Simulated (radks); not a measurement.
# Ionising iridium step by step, Ir⁴⁰⁺ to Ir⁵⁹⁺

Wanted: the ionisation ladder of iridium and its errors against NIST. Each value is a difference of total energies (Δ-SCF).

Program: radks (a radial shooting solver on a logarithmic mesh, Libxc functionals) version 1. Level of theory: Dirac Kohn-Sham, relativistic LDA (MacDonald-Vosko exchange, VWN5 correlation), spin-unpolarised, spherical densities, finite nucleus; open shells fill j = l - 1/2 first. These are calculated values, not measurements, unless marked.

### Step 1. The system

| Quantity | Value |
| --- | --- |
| element | iridium (Z = 77) |
| charges | 40 to 59 |
| first configuration | [Kr] 4d1 |
| last configuration | [Ar] |

### Step 2. Ir⁴⁰⁺, [Kr] 4d1

The run's settings:

```text
Z 77
configuration [Kr] 4d1
relativity Dirac
functional lda_x_rel,vwn5
spin unpolarised
j_filling energy
nucleus finite rms 5.4032 fm
c 137.035999084
```

### Step 3. Ir⁴¹⁺, [Kr]

Changes since step 2:

```diff
@@ -1,3 +1,3 @@
 Z 77
-configuration [Kr] 4d1
+configuration [Kr]
 relativity Dirac
```

### Step 4. Ir⁴²⁺, [Ar] 3d10 4s2 4p5

Changes since step 3:

```diff
@@ -1,3 +1,3 @@
 Z 77
-configuration [Kr]
+configuration [Ar] 3d10 4s2 4p5 5s0 4d0
 relativity Dirac
```

### Step 5. Ir⁴³⁺, [Ar] 3d10 4s2 4p4

Changes since step 4:

```diff
@@ -1,3 +1,3 @@
 Z 77
-configuration [Ar] 3d10 4s2 4p5 5s0 4d0
+configuration [Ar] 3d10 4s2 4p4 5s0 4d0
 relativity Dirac
```

### Step 6. Ir⁴⁴⁺, [Ar] 3d10 4s2 4p3

Changes since step 5:

```diff
@@ -1,3 +1,3 @@
 Z 77
-configuration [Ar] 3d10 4s2 4p4 5s0 4d0
+configuration [Ar] 3d10 4s2 4p3
 relativity Dirac
```

### Step 7. Ir⁴⁵⁺, [Ar] 3d10 4s2 4p2

Changes since step 6:

```diff
@@ -1,3 +1,3 @@
 Z 77
-configuration [Ar] 3d10 4s2 4p3
+configuration [Ar] 3d10 4s2 4p2
 relativity Dirac
```

### Step 8. Ir⁴⁶⁺, [Ar] 3d10 4s2 4p1

Changes since step 7:

```diff
@@ -1,3 +1,3 @@
 Z 77
-configuration [Ar] 3d10 4s2 4p2
+configuration [Ar] 3d10 4s2 4p1
 relativity Dirac
```

### Step 9. Ir⁴⁷⁺, [Ar] 3d10 4s2

Changes since step 8:

```diff
@@ -1,3 +1,3 @@
 Z 77
-configuration [Ar] 3d10 4s2 4p1
+configuration [Ar] 3d10 4s2
 relativity Dirac
```

### Step 10. Ir⁴⁸⁺, [Ar] 3d10 4s1

Changes since step 9:

```diff
@@ -1,3 +1,3 @@
 Z 77
-configuration [Ar] 3d10 4s2
+configuration [Ar] 3d10 4s1
 relativity Dirac
```

### Step 11. Ir⁴⁹⁺, [Ar] 3d10

Changes since step 10:

```diff
@@ -1,3 +1,3 @@
 Z 77
-configuration [Ar] 3d10 4s1
+configuration [Ar] 3d10 4s0 4p0
 relativity Dirac
```

### Step 12. Ir⁵⁰⁺, [Ar] 3d9

Changes since step 11:

```diff
@@ -1,3 +1,3 @@
 Z 77
-configuration [Ar] 3d10 4s0 4p0
+configuration [Ar] 3d9
 relativity Dirac
```

### Step 13. Ir⁵¹⁺, [Ar] 3d8

Changes since step 12:

```diff
@@ -1,3 +1,3 @@
 Z 77
-configuration [Ar] 3d9
+configuration [Ar] 3d8
 relativity Dirac
```

### Step 14. Ir⁵²⁺, [Ar] 3d7

Changes since step 13:

```diff
@@ -1,3 +1,3 @@
 Z 77
-configuration [Ar] 3d8
+configuration [Ar] 3d7
 relativity Dirac
```

### Step 15. Ir⁵³⁺, [Ar] 3d6

Changes since step 14:

```diff
@@ -1,3 +1,3 @@
 Z 77
-configuration [Ar] 3d7
+configuration [Ar] 3d6
 relativity Dirac
```

### Step 16. Ir⁵⁴⁺, [Ar] 3d5

Changes since step 15:

```diff
@@ -1,3 +1,3 @@
 Z 77
-configuration [Ar] 3d6
+configuration [Ar] 3d5
 relativity Dirac
```

### Step 17. Ir⁵⁵⁺, [Ar] 3d4

Changes since step 16:

```diff
@@ -1,3 +1,3 @@
 Z 77
-configuration [Ar] 3d5
+configuration [Ar] 3d4 4s0 4p0
 relativity Dirac
```

### Step 18. Ir⁵⁶⁺, [Ar] 3d3

Changes since step 17:

```diff
@@ -1,3 +1,3 @@
 Z 77
-configuration [Ar] 3d4 4s0 4p0
+configuration [Ar] 3d3 4s0 4p0
 relativity Dirac
```

### Step 19. Ir⁵⁷⁺, [Ar] 3d2

Changes since step 18:

```diff
@@ -1,3 +1,3 @@
 Z 77
-configuration [Ar] 3d3 4s0 4p0
+configuration [Ar] 3d2
 relativity Dirac
```

### Step 20. Ir⁵⁸⁺, [Ar] 3d1

Changes since step 19:

```diff
@@ -1,3 +1,3 @@
 Z 77
-configuration [Ar] 3d2
+configuration [Ar] 3d1 4s0 4p0
 relativity Dirac
```

### Step 21. Ir⁵⁹⁺, [Ar]

Changes since step 20:

```diff
@@ -1,3 +1,3 @@
 Z 77
-configuration [Ar] 3d1 4s0 4p0
+configuration [Ar] 4s0 3d0
 relativity Dirac
```

What does the calculation give? Wanted: for each run, species; configuration; Δ-SCF; −ε(HOMO); NIST; error.

As calculated:

```csv
species,configuration,Δ-SCF (eV),−ε(HOMO) (eV),NIST (eV),error (%)
Ir⁴⁰⁺,[Kr] 4d1,1860.3,1830.7,1857 (theory),+0.2
Ir⁴¹⁺,[Kr],2084.2,2055.3,2083 (theory),+0.1
Ir⁴²⁺,[Ar] 3d10 4s2 4p5,2142.2,2113.1,2139 (theory),+0.1
Ir⁴³⁺,[Ar] 3d10 4s2 4p4,2200.5,2171.3,2201 (theory),-0.0
Ir⁴⁴⁺,[Ar] 3d10 4s2 4p3,2259.0,2229.7,2258 (theory),+0.0
Ir⁴⁵⁺,[Ar] 3d10 4s2 4p2,2441.8,2410.7,2435 (theory),+0.3
Ir⁴⁶⁺,[Ar] 3d10 4s2 4p1,2503.9,2472.8,2500 (theory),+0.2
Ir⁴⁷⁺,[Ar] 3d10 4s2,2666.0,2635.7,2656 (theory),+0.4
Ir⁴⁸⁺,[Ar] 3d10 4s1,2725.6,2696.2,2720 (semi-emp.),+0.2
Ir⁴⁹⁺,[Ar] 3d10,4535.7,4468.4,4540 (theory),-0.1
Ir⁵⁰⁺,[Ar] 3d9,4671.4,4603.3,4668 (theory),+0.1
Ir⁵¹⁺,[Ar] 3d8,4808.5,4739.7,4806 (theory),+0.1
Ir⁵²⁺,[Ar] 3d7,4947.1,4877.5,4952 (theory),-0.1
Ir⁵³⁺,[Ar] 3d6,5087.1,5016.8,5092 (theory),-0.1
Ir⁵⁴⁺,[Ar] 3d5,5228.5,5157.5,5229 (theory),-0.0
Ir⁵⁵⁺,[Ar] 3d4,5464.6,5391.3,5466 (theory),-0.0
Ir⁵⁶⁺,[Ar] 3d3,5612.2,5538.2,5609 (theory),+0.1
Ir⁵⁷⁺,[Ar] 3d2,5761.1,5686.4,5765 (theory),-0.1
Ir⁵⁸⁺,[Ar] 3d1,5911.5,5836.1,5910 (theory),+0.0
```

What this shows: Reference values: NIST Atomic Spectra Database (exp. measured, semi-emp. semi-empirical, theory a theoretical value adopted there). Per unit of the charge left behind, the cost jumps most at Ir⁴⁹⁺ ([Ar] 3d10): from 2725.6 to 4535.7 eV. There the highest level belongs to another shell. Minus the highest eigenvalue gives 98 to 99 % of the Δ-SCF value along the ladder. Spin polarisation and multiplet splitting are left out, so open shells lie too high by an amount that depends on their filling.
